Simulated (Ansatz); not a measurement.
Predict the output of the script below (Ansatz 0.2.0, Python API).

`input.yaml`
```yaml
crystal:
  lattice:
    - [3.867649, 2.232988, 6.163939]
    - [-3.867649, 2.232988, 6.163939]
    - [0.0, -4.465976, 6.163939]
  atoms:
    - { symbol: Mg, position: [0.125211, 0.125211, 0.125211] }
    - { symbol: Mg, position: [0.874789, 0.874789, 0.874789] }
    - { symbol: Lu, position: [0.0, 0.5, 0.5] }
    - { symbol: Lu, position: [0.5, 0.0, 0.5] }
    - { symbol: Lu, position: [0.5, 0.5, 0.0] }
    - { symbol: W, position: [0.5, 0.5, 0.5] }
    - { symbol: S, position: [0.729312, 0.265464, 0.265464] }
    - { symbol: S, position: [0.734536, 0.270688, 0.734536] }
    - { symbol: S, position: [0.743595, 0.743595, 0.743595] }
    - { symbol: S, position: [0.734536, 0.734536, 0.270688] }
    - { symbol: S, position: [0.256405, 0.256405, 0.256405] }
    - { symbol: S, position: [0.265464, 0.265464, 0.729312] }
    - { symbol: S, position: [0.270688, 0.734536, 0.734536] }
    - { symbol: S, position: [0.265464, 0.729312, 0.265464] }
kpoints:
  mp_grid: { kspacing: 0.3 }
hamiltonian:
  xc: lda
scf:
  occupations: { method: fermi_dirac, width: 0.15 }
basis:
  ecutwfc: "350 eV"
output:
  stress: true
  eigenvalues: true
md:
  timestep: 1.0
  n_steps: 500
  ensemble: nvt_langevin
  temperature: 300.0
```

Script `convert.py`:
```python
# -*- coding: utf-8 -*-
import logging
import sys

import ansatz as az

logging.basicConfig(stream=sys.stdout, format="%(name)s: %(message)s")
log = logging.getLogger("calc")
log.setLevel(logging.INFO)


def main():
    calc = az.Calculation.from_yaml("input.yaml")
    print(calc.to_python())


if __name__ == "__main__":
    main()
```

```console
$ python convert.py
(
    az.Lattice.of(((3.867649, 2.232988, 6.163939), (-3.867649, 2.232988, 6.163939), (0.0, -4.465976, 6.163939)))
    .atom("Mg", (0.125211, 0.125211, 0.125211))
    .atom("Mg", (0.874789, 0.874789, 0.874789))
    .atom("Lu", (0.0, 0.5, 0.5))
    .atom("Lu", (0.5, 0.0, 0.5))
    .atom("Lu", (0.5, 0.5, 0.0))
    .atom("W", (0.5, 0.5, 0.5))
    .atom("S", (0.729312, 0.265464, 0.265464))
    .atom("S", (0.734536, 0.270688, 0.734536))
    .atom("S", (0.743595, 0.743595, 0.743595))
    .atom("S", (0.734536, 0.734536, 0.270688))
    .atom("S", (0.256405, 0.256405, 0.256405))
    .atom("S", (0.265464, 0.265464, 0.729312))
    .atom("S", (0.270688, 0.734536, 0.734536))
    .atom("S", (0.265464, 0.729312, 0.265464))
    .calculation()
    .basis(cutoff=350.0)
    .kpoints(spacing=0.3)
    .functional("lda")
    .occupations(method="fermi_dirac", width=0.15)
    .md(timestep=1.0, steps=500, ensemble="nvt_langevin", temperature=300.0)
    .stress()
    .band_table(publish=True)
)
```

The input is only written out: it wasn't run, and its settings aren't tested. The structure comes from a database and needn't be a stable phase.

(A comment or docstring line of the script was reworded after the run, the code is as it ran.)
